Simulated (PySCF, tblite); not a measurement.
# C₄H₃NOS: excited states

Aim: compute the excited states of C₄H₃NOS (`Nc1c(C=S)c1=O`).

Computed with tblite 0.8.0 and PySCF 2.14.0 and routines of our own; the level stands in each step. Atoms count from 0.

## 1. The system as given

10 atoms, charge 0, multiplicity 1; geometry from: force field or distance geometry start.

## 2. Geometry optimisation with GFN2-xTB

Job settings and geometry (Å):

```
{"job": {"kind": "relax", "xc": "GFN2-xTB", "basis": "xTB"}, "charge": 0, "multiplicity": 1}
N     -1.863300    -0.692800    -0.072600
C     -0.710000     0.137400    -0.043100
C      0.678300     0.320900    -0.036700
C      1.964900    -0.342700    -0.112200
S      2.447600    -1.242200     1.159200
C     -0.177400     1.400700     0.041300
O     -0.381200     2.639900     0.125800
H     -2.218000    -1.078900    -0.958200
H     -2.335800    -0.870400     0.842300
H      2.603800    -0.267300    -0.968300
```

Started as:

```console
OMP_NUM_THREADS=1 python excited_run.py task.json out
```

The driver reads the jobs from task.json and runs them one after another.

Log:

```text
step      E/eV     max force
  0    -548.61385    8.326
  1    -548.17441   16.636
  2    -549.06921    1.707
  3    -549.13412    1.186
  4    -549.19095    0.669
  5    -549.22600    0.451
  6    -549.24512    0.549
  7    -549.29146    0.671
  8    -549.32379    0.667
  9    -549.35880    0.625
 10    -549.39743    0.662
 11    -549.43167    0.689
 12    -549.46524    0.676
 13    -549.49743    0.481
 14    -549.51587    0.530
 15    -549.52320    1.794
 16    -549.56924    0.688
 17    -549.62322    0.661
 18    -549.67834    1.254
 19    -549.72163    0.757
 20    -549.77218    0.573
 21    -549.83131    0.995
 22    -549.86297    0.479
 23    -549.88094    0.400
 24    -549.90581    0.647
 25    -549.93040    0.576
 26    -549.99620    0.658
 27    -550.01034    0.718
 28    -550.02134    0.597
 29    -550.02852    0.451
 30    -550.03663    0.264
 31    -550.04238    0.252
 32    -550.04792    0.183
 33    -550.05243    0.190
 34    -550.05623    0.185
 35    -550.06106    0.395
 36    -550.06396    0.289
 37    -550.06908    0.175
 38    -550.07291    0.268
 39    -550.07606    0.252
 40    -550.08059    0.194
 41    -550.08681    0.233
 42    -550.09429    0.226
 43    -550.10057    0.212
 44    -550.10539    0.218
 45    -550.11075    0.220
 46    -550.11786    0.301
 47    -550.12779    0.438
 48    -550.13727    0.524
 49    -550.15246    0.316
 50    -550.16523    0.354
 51    -550.17502    0.366
 52    -550.18530    0.374
 53    -550.19410    0.275
 54    -550.20375    0.322
 55    -550.19988    0.769
 56    -550.21248    0.518
 57    -550.21929    0.168
 58    -550.22289    0.110
 59    -550.22640    0.206
 60    -550.22750    0.173
 61    -550.22854    0.167
 62    -550.23266    0.174
 63    -550.23407    0.131
 64    -550.23591    0.154
 65    -550.23780    0.146
 66    -550.23856    0.106
 67    -550.23936    0.091
 68    -550.23969    0.069
 69    -550.23985    0.036
 70    -550.24001    0.054
 71    -550.24018    0.065
 72    -550.24038    0.060
 73    -550.24061    0.050
 74    -550.24087    0.055
 75    -550.24108    0.051
 76    -550.24123    0.038
 77    -550.24135    0.030
 78    -550.24145    0.027
 79    -550.24153    0.020
 80    -550.24158    0.020
 81    -550.24161    0.015
 82    -550.24164    0.012
 83    -550.24167    0.011
 84    -550.24170    0.015
 85    -550.24173    0.020
 86    -550.24179    0.026
 87    -550.24186    0.027
 88    -550.24194    0.030
 89    -550.24199    0.033
 90    -550.24201    0.028
 91    -550.24203    0.020
 92    -550.24204    0.011
 93    -550.24205    0.011
 94    -550.24206    0.013
 95    -550.24207    0.014
 96    -550.24209    0.010
 97    -550.24209    0.004
```

Run time: 0.4 s. Hardware: 1 thread of Arm Neoverse V2, shared host.

Along the way: (not every step is listed) (the energy doesn't fall at every step)

```csv
step,energy from step 0 (eV),largest force (eV/Å)
0,0.0000,8.3256
1,0.4394,16.6355
2,-0.4554,1.7073
3,-0.5203,1.1862
4,-0.5771,0.6685
5,-0.6122,0.4513
6,-0.6313,0.5488
7,-0.6776,0.6708
8,-0.7099,0.6665
16,-0.9554,0.6880
24,-1.2920,0.6468
32,-1.4341,0.1828
40,-1.4667,0.1935
48,-1.5234,0.5241
56,-1.5986,0.5182
64,-1.6221,0.1544
72,-1.6265,0.0602
80,-1.6277,0.0196
88,-1.6281,0.0300
92,-1.6282,0.0112
93,-1.6282,0.0112
94,-1.6282,0.0130
95,-1.6282,0.0136
96,-1.6282,0.0100
97,-1.6282,0.0037
```

Close pairs (by a distance rule), those that changed most:

```csv
bond,before (Å),after (Å),change (Å)
N0–C1,1.421,1.314,-0.108
C1–C5,1.374,1.446,+0.073
C5–O6,1.259,1.196,-0.062
C2–C3,1.450,1.400,-0.050
C2–C5,1.380,1.420,+0.040
N0–H8,1.045,1.008,-0.037
N0–H7,1.029,1.011,-0.018
C3–H9,1.071,1.085,+0.015
```

The final coordinates are the input of the step that follows.

## 3. Harmonic vibrations with GFN2-xTB

Job settings and geometry (Å):

```
{"job": {"kind": "ir", "xc": "GFN2-xTB", "basis": "xTB"}, "charge": 0, "multiplicity": 1}
N     -1.705619    -0.704854     0.114607
C     -0.741602     0.182715     0.023735
C      0.631799     0.370710    -0.050580
C      1.858273    -0.304120    -0.074806
S      1.967275    -1.938145     0.002918
C     -0.200972     1.521091    -0.069544
O     -0.404111     2.699034    -0.119674
H     -1.488130    -1.691419     0.153890
H     -2.672209    -0.419654     0.145064
H      2.764179     0.289295    -0.148137
```

Log:

```text
mode    cm-1     km/mol
  1      69.8     12.16
  2      95.6     11.23
  3     199.2      0.93
  4     247.6      3.25
  5     326.9      0.72
  6     398.4     71.66
  7     445.8    162.63
  8     542.3     10.98
  9     570.7     23.99
 10     584.2     23.75
 11     783.4      0.15
 12     790.0      7.12
 13     810.0     26.28
 14     967.8      2.14
 15    1032.3     44.43
 16    1120.2      3.18
 17    1259.6     30.71
 18    1418.1      6.23
 19    1458.4     62.22
 20    1704.1    496.14
 21    2054.6   1331.21
 22    2992.5     11.93
 23    3392.3     34.90
 24    3465.8     38.26
```

Wall time 0.19 s (1 thread of Arm Neoverse V2, shared host).

The strongest bands and the atoms that carry them (share of the mass-weighted mode):

```csv
cm⁻¹,km/mol,atoms
398,71.7,"H8 26 %, C2 23 %, C1 21 %"
446,162.6,"H7 48 %, H8 26 %, N0 14 %"
1032,44.4,"C3 44 %, S4 20 %, H9 19 %"
1458,62.2,"C2 24 %, H8 24 %, N0 21 %, H7 18 %"
1704,496.1,"C1 46 %, C2 19 %, O6 12 %, C5 11 %"
2055,1331.2,"C5 58 %, O6 16 %, C1 13 %, C2 11 %"
3392,34.9,"H7 80 %, H8 16 %"
3466,38.3,"H8 78 %, H7 14 %"
```

## 4. Excited states: TDA CAM-B3LYP/def2-SVP

Settings changed since step 3:

```diff
@@ -1,2 +1,2 @@
-{"job": {"kind": "ir", "xc": "GFN2-xTB", "basis": "xTB"}, "charge": 0, "multiplicity": 1}
+{"job": {"kind": "states", "xc": "CAM-B3LYP", "basis": "def2-SVP", "tda": true, "soc": true, "nstates": 6, "ntriplets": 5, "nquad": 4}, "charge": 0, "multiplicity": 1}
 N     -1.705619    -0.704854     0.114607
```

With the program's defaults for keys left out, this is: TDA CAM-B3LYP/def2-SVP excited states, vertical, gas phase, spin-orbit mean-field couplings.

Log:

```text
coarse grid: 9976 points
cycle   1  E = -681.5701751488  dE =  1.669e+00  |g| = 8.714e-01  |ddm| = 3.956e+00
cycle   2  E = -681.2244660332  dE =  3.457e-01  |g| = 1.615e+00  |ddm| = 4.318e+00
cycle   3  E = -681.7497312063  dE = -5.253e-01  |g| = 9.609e-02  |ddm| = 2.891e+00
cycle   4  E = -681.7512240786  dE = -1.493e-03  |g| = 7.026e-02  |ddm| = 2.582e-01
cycle   5  E = -681.7524455894  dE = -1.222e-03  |g| = 1.337e-02  |ddm| = 1.001e-01
cycle   6  E = -681.7524961037  dE = -5.051e-05  |g| = 3.558e-03  |ddm| = 2.755e-02
cycle   7  E = -681.7525008772  dE = -4.773e-06  |g| = 1.757e-03  |ddm| = 1.118e-02
final grid: 94896 points
cycle   8  E = -681.8431329679  dE = -1.786e-05  |g| = 4.728e-03  |ddm| = 2.331e-02
cycle   9  E = -681.8431294904  dE =  3.478e-06  |g| = 6.308e-03  |ddm| = 1.115e-02
cycle  10  E = -681.8431383433  dE = -8.853e-06  |g| = 7.438e-04  |ddm| = 7.901e-03
cycle  11  E = -681.8431384487  dE = -1.055e-07  |g| = 2.215e-04  |ddm| = 1.137e-03
cycle  12  E = -681.8431384656  dE = -1.684e-08  |g| = 9.188e-05  |ddm| = 5.226e-04
cycle  13  E = -681.8431384682  dE = -2.658e-09  |g| = 2.162e-05  |ddm| = 2.014e-04
cycle  14  E = -681.8431384685  dE = -2.979e-10  |g| = 1.102e-05  |ddm| = 8.671e-05
converged SCF energy = -681.8431384685

Singlet excitations
state   eV       nm        f     d(h-e)  d(exc)  Lambda  PR(NTO)  |dmu|/D   mu/D   main configurations
  1   2.0775   596.8   0.00010   1.020   2.721   0.516   1.005    2.071    4.758   H->L 0.94
  2   3.4373   360.7   0.00124   2.150   3.500   0.465   1.019    5.041    5.657   H-2->L 0.91
  3   4.4966   275.7   0.56819   1.094   3.203   0.759   1.122    1.900    4.499   H-1->L 0.93
  4   5.9335   209.0   0.00273   0.567   2.826   0.542   1.045    1.300    4.025   H-4->L 0.96
  5   6.5165   190.3   0.00479   0.632   2.304   0.440   1.218                     H-2->L+2 0.33, H-2->L+4 0.27, H->L+2 0.22
  6   6.7380   184.0   0.05602   0.524   3.104   0.778   1.519                     H-3->L 0.80, H->L+1 0.08

Triplet excitations (Tamm-Dancoff)
state   eV     d(h-e)  d(exc)  Lambda  PR(NTO)   main configurations
  1   1.5687   1.030   2.678   0.515   1.006   H->L 0.92
  2   2.1108   0.273   2.948   0.776   1.037   H-1->L 0.93
  3   3.1283   2.036   3.415   0.466   1.028   H-2->L 0.88
  4   4.2734   0.490   2.632   0.837   1.193   H-3->L 0.84
  5   5.4165   0.023   2.697   0.546   1.085   H-4->L 0.84, H-6->L 0.10
S1 - T1 = 0.5088 eV

Spin-orbit couplings |<S|Hso|T>| (cm-1)
             T1       T2       T3       T4       T5
S0      157.554    0.076   61.502    0.164  101.525
S1        0.591  117.055   33.877   63.824  108.958
S2       31.649   20.765    1.742   34.160   10.862
S3       97.865    0.039   22.028    0.062   66.374
S4       82.598   56.592    1.960   27.423    3.686
S5       30.276   21.080    6.835   10.534    3.322
S6       92.426    0.125   34.618    0.176   61.376
T1 sublevels (cm-1): 0.000 0.199 4.737   radiative rates (1/s): 1.36 2.11 5.54e+03
```

Run time: 14 s. Hardware: 1 thread of Arm Neoverse V2, shared host; peak memory 0.55 GiB.

From this job:

```csv
quantity,value
S1 less T1,0.51 eV
```

## 5. Excited states: TDDFT LC-wPBE/def2-SVPD

Settings changed since step 4:

```diff
@@ -1,2 +1,2 @@
-{"job": {"kind": "states", "xc": "CAM-B3LYP", "basis": "def2-SVP", "tda": true, "soc": true, "nstates": 6, "ntriplets": 5, "nquad": 4}, "charge": 0, "multiplicity": 1}
+{"job": {"kind": "states", "xc": "LC-wPBE", "basis": "def2-SVPD", "tpa": true, "nstates": 6, "nquad": 5, "ntriplets": 0}, "charge": 0, "multiplicity": 1}
 N     -1.705619    -0.704854     0.114607
```

With the program's defaults for keys left out, this is: TDDFT LC-wPBE/def2-SVPD excited states, vertical, gas phase, two-photon moments by quadratic response.

Log:

```text
coarse grid: 9976 points
cycle   1  E = -681.3716611279  dE =  1.828e+00  |g| = 9.124e-01  |ddm| = 5.524e+00
cycle   2  E = -681.2185353095  dE =  1.531e-01  |g| = 1.366e+00  |ddm| = 3.241e+00
cycle   3  E = -681.5817651681  dE = -3.632e-01  |g| = 9.584e-02  |ddm| = 1.826e+00
cycle   4  E = -681.5838721932  dE = -2.107e-03  |g| = 6.006e-02  |ddm| = 3.450e-01
cycle   5  E = -681.5849163183  dE = -1.044e-03  |g| = 1.186e-02  |ddm| = 1.200e-01
cycle   6  E = -681.5850164533  dE = -1.001e-04  |g| = 5.149e-03  |ddm| = 7.271e-02
cycle   7  E = -681.5850337186  dE = -1.727e-05  |g| = 2.926e-03  |ddm| = 2.765e-02
cycle   8  E = -681.5850398362  dE = -6.118e-06  |g| = 1.037e-03  |ddm| = 1.646e-02
final grid: 94896 points
cycle   9  E = -681.6825548670  dE = -2.367e-05  |g| = 5.929e-03  |ddm| = 7.955e-02
cycle  10  E = -681.6825557122  dE = -8.452e-07  |g| = 6.280e-03  |ddm| = 1.828e-02
cycle  11  E = -681.6825639950  dE = -8.283e-06  |g| = 8.178e-04  |ddm| = 8.479e-03
cycle  12  E = -681.6825641732  dE = -1.781e-07  |g| = 3.435e-04  |ddm| = 1.653e-03
cycle  13  E = -681.6825642702  dE = -9.707e-08  |g| = 1.630e-04  |ddm| = 1.727e-03
cycle  14  E = -681.6825642910  dE = -2.082e-08  |g| = 6.301e-05  |ddm| = 7.604e-04
cycle  15  E = -681.6825642952  dE = -4.146e-09  |g| = 1.350e-05  |ddm| = 4.535e-04
cycle  16  E = -681.6825642953  dE = -1.614e-10  |g| = 7.414e-06  |ddm| = 8.015e-05
converged SCF energy = -681.6825642953

Singlet excitations
state   eV       nm        f     d(h-e)  d(exc)  Lambda  PR(NTO)  |dmu|/D   mu/D   delta(TPA)   sigma/GM   main configurations
  1   2.0980   591.0   0.00008   0.924   2.644   0.514   1.012    2.382    5.105        0.10      0.000   H->L 0.83, H-2->L 0.14
  2   3.7317   332.2   0.00077   1.940   3.353   0.481   1.036    5.682    5.868        4.62      0.024   H-2->L 0.78, H->L 0.13
  3   4.0764   304.2   0.39731   0.902   3.081   0.722   1.197    2.795    4.832      713.53      4.344   H-1->L 0.96
  4   5.9391   208.8   0.00105   0.471   2.727   0.525   1.093    1.382    3.885        2.25      0.029   H-4->L 0.91
  5   6.4633   191.8   0.00169   0.655   2.280   0.432   1.259    1.671    2.570        0.89      0.014   H-2->L+7 0.26, H-2->L+9 0.22, H->L+7 0.18
  6   6.6165   187.4   0.06980   0.267   2.839   0.788   1.327                                            H-3->L 0.91
```

Run time: 37 s. Hardware: 1 thread of Arm Neoverse V2, shared host; peak memory 0.65 GiB.

## 6. Outcome

```
                                   quantity                   value
  strongest single infrared mode (GFN2-xTB)  2055 cm⁻¹, 1331 km/mol
               zero-point energy (GFN2-xTB)           38.2 kcal/mol
S1 less T1 (step 4, TDA CAM-B3LYP/def2-SVP)                 0.51 eV
```

In words: All 24 modes are real, so the xTB geometry is a minimum. The strongest single mode, at 2055 cm⁻¹, moves mainly C5. Unscaled tight-binding wavenumbers are off by several per cent, some by more. Its intensities can rank the bands wrongly. In step 4, the number of triplets below S1 is 1, and the largest singlet-triplet spin-orbit coupling is S0–T1, 157.55 cm⁻¹.
